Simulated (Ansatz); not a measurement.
**SiH4O3 (SMILES O[SiH](O)O) at B3LYP/6-31G(d) (Cartesian functions)**

What is the energy change on altering one bond length of SiH4O3 at B3LYP/6-31G* (Cartesian functions)? 

The results are computed with Ansatz 0.2.0.

30 further runs of the same task are left out: 30 set aside as unsound or not needed. Runs told in other sessions of the task aren't counted.

## 1. The molecule

The species is SiH4O3 (8 atoms), meant as a singlet with charge 0. SMILES: `O[SiH](O)O`. The coordinates come from a PBE0-D4/def2-TZVP relaxation. This is one conformer, not always the lowest.

Bond lengths: O1–Si2 1.630 Å, Si2–O3 1.641 Å, Si2–O4 1.633 Å, O1–H5 0.959 Å, Si2–H6 1.476 Å, O3–H7 0.958 Å, O4–H8 0.958 Å. Angles: O1–Si2–O3 114.4°, O1–Si2–O4 109.0°, O3–Si2–O4 105.0°, O1–Si2–H6 104.5°, O3–Si2–H6 110.6°, O4–Si2–H6 113.5°, Si2–O1–H5 117.6°, Si2–O3–H7 117.9°, Si2–O4–H8 116.6°.

## 2. A single-point energy at B3LYP/6-31G(d) (Cartesian functions)

job.yaml

```yaml
crystal:
  periodic: [false, false, false]
  atoms:
    - symbol: O
      position_ang: [0.057900, 1.618800, -0.225000]
    - symbol: Si
      position_ang: [-0.171600, 0.082600, 0.269200]
    - symbol: O
      position_ang: [1.169300, -0.861100, 0.196500]
    - symbol: O
      position_ang: [-1.250800, -0.639700, -0.721300]
    - symbol: H
      position_ang: [0.176800, 1.769800, -1.164500]
    - symbol: H
      position_ang: [-0.642800, 0.209400, 1.662000]
    - symbol: H
      position_ang: [1.894900, -0.655000, 0.786800]
    - symbol: H
      position_ang: [-1.141700, -1.581700, -0.859700]
basis:
  gaussian:
    orbitals: "6-31G*"
output: {orbitals: {seedname: orbitals}}
total_charge: 0
accuracy: high
hamiltonian:
  xc: {name: B3LYP}
```

Command:

```console
ansatz run job.yaml --threads 1 --pin off --max-ram 3480MiB --events-out events.jsonl --progress --plain --runs-dir runs
```

The program printed:

```text
Warning: RAYON_NUM_THREADS=1 ignored (pool sized by the plan → 1); use --threads N
Functional definition: B3LYP
  name "B3LYP"
  parameter a0 = 0.2
  parameter ax = 0.72
  parameter ac = 0.81
  exchange = (1 - a0 - ax)*slater_x + ax*b88_x + a0*exact_x
  correlation = (1 - ac)*vwn_rpa_c + ac*lyp_c
1542 factors; integrals over basis functions are off by at most 3.5e-9 eV
mean field evaluation 1: about -14076.0980 eV, gradient 8.2e1 eV
mean field evaluation 2: about -14061.4616 eV, gradient 1.2e2 eV
mean field evaluation 4: about -14086.9383 eV, gradient 1.6e0 eV
mean field evaluation 8: about -14087.0775 eV, gradient 1.5e-1 eV
mean field evaluation 16: about -14087.0775 eV, gradient 9.0e-6 eV
mean field -14087.07750370 eV, -517.6905496968 hartree, gradient 2.9e-8 eV, S^2 0.000000; 0 other end points of the search recorded, 0 dependent functions left out
reference -14087.07754033 eV, -517.6905510430 hartree; 21, 21 occupied and 51, 51 virtual orbitals, 1542 factors
Total energy: -14087.07754033 eV, -517.6905510430 hartree
```

Run time: 6.3 s. Hardware: 1 thread of Arm Neoverse V2, shared host; peak memory 0.21 GiB.

## 3. The distorted shape at the same level

run.yaml

```yaml
crystal:
  periodic: [false, false, false]
  atoms:
    - {symbol: O, position_ang: [-0.050942, 1.587884, -0.313547]}
    - {symbol: Si, position_ang: [-0.280442, 0.051684, 0.180653]}
    - {symbol: O, position_ang: [1.060458, -0.892016, 0.107953]}
    - {symbol: O, position_ang: [-1.359642, -0.670616, -0.809847]}
    - {symbol: H, position_ang: [0.067958, 1.738884, -1.253047]}
    - {symbol: H, position_ang: [-0.751642, 0.178484, 1.573453]}
    - {symbol: H, position_ang: [1.894900, -0.655000, 0.786800]}
    - {symbol: H, position_ang: [-1.250542, -1.612616, -0.948247]}
basis:
  gaussian: {orbitals: "6-31G*"}
hamiltonian: {xc: {name: B3LYP}}
accuracy: high
output: {orbitals: {seedname: orbitals}}
```

Command:

```console
ansatz run run.yaml --threads 1 --pin off --max-ram 3480MiB --events-out events.jsonl --progress --plain --runs-dir runs
```

The program printed:

```text
Warning: RAYON_NUM_THREADS=1 ignored (pool sized by the plan → 1); use --threads N
Functional definition: B3LYP
  name "B3LYP"
  parameter a0 = 0.2
  parameter ax = 0.72
  parameter ac = 0.81
  exchange = (1 - a0 - ax)*slater_x + ax*b88_x + a0*exact_x
  correlation = (1 - ac)*vwn_rpa_c + ac*lyp_c
1544 factors; integrals over basis functions are off by at most 3.5e-9 eV
mean field evaluation 1: about -14075.6647 eV, gradient 8.1e1 eV
mean field evaluation 2: about -14059.4020 eV, gradient 1.2e2 eV
mean field evaluation 4: about -14086.5862 eV, gradient 3.0e0 eV
mean field evaluation 8: about -14086.7339 eV, gradient 1.1e-1 eV
mean field evaluation 16: about -14086.7340 eV, gradient 1.9e-5 eV
mean field -14086.73397398 eV, -517.6779252125 hartree, gradient 6.2e-8 eV, S^2 0.000000; 0 other end points of the search recorded, 0 dependent functions left out
reference -14086.73401066 eV, -517.6779265605 hartree; 21, 21 occupied and 51, 51 virtual orbitals, 1544 factors
Total energy: -14086.73401066 eV, -517.6779265605 hartree
```

It took 6.3 s on 1 thread of Arm Neoverse V2, shared host; peak memory 0.21 GiB.

## 4. What came out

Level: B3LYP/6-31G* (Cartesian functions).

```
                                                         quantity          value
                                        first shape: total energy  -517.69055 Eh
                                         first shape: HOMO energy       -8.47 eV
                                         first shape: LUMO energy        1.22 eV
                                       first shape: HOMO–LUMO gap        9.68 eV
                                    distorted shape: total energy  -517.67793 Eh
                                     distorted shape: HOMO energy       -8.42 eV
                                     distorted shape: LUMO energy        0.47 eV
                                   distorted shape: HOMO–LUMO gap        8.89 eV
energy change with the O3–H7 bond stretched from 0.958 to 1.102 Å       0.344 eV
```

In words: With the O3–H7 bond stretched from 0.958 to 1.102 Å the energy rises by 0.34 eV (33.1 kJ/mol). The first shape isn't relaxed at this level, so the change isn't measured from a minimum.
